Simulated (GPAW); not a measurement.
AlSn:

```
Sn Al
1.0
     4.19811    0.00000    0.00000
    -2.09905    3.63567    0.00000
     0.00000    0.00000    3.30685
Sn Al
1 1
Cartesian
  0.0000 2.4238 1.6534
  0.0000 0.0000 0.0000
```

The cell comes from a database or a generator and needn't be the stable form of this composition.

Base run:

| Property | Result |
| --- | --- |
| Program | GPAW 26.7.0 |
| Functional | LDA |
| Potentials or basis | the program's PAW data sets (release 1.2.1) made for this functional |
| Cutoff | 600 eV |
| Basis | pw |
| k mesh | 7 × 7 × 8 |
| Occupations | gaussian, width 0.02 eV |
| Spin | no spin polarisation |

Its results: band gap on the k mesh none (metal or under the smearing width); pressure -3.1 GPa.

The run is repeated on the same cell with these changes: functional from LDA to RPBE. What comes out?

Band gap on the k mesh none (metal or under the smearing width); pressure 1.4 GPa.

RPBE binds less tightly than LDA, so the same cell stands under more pressure.

Not every run made on this cell is shown here.
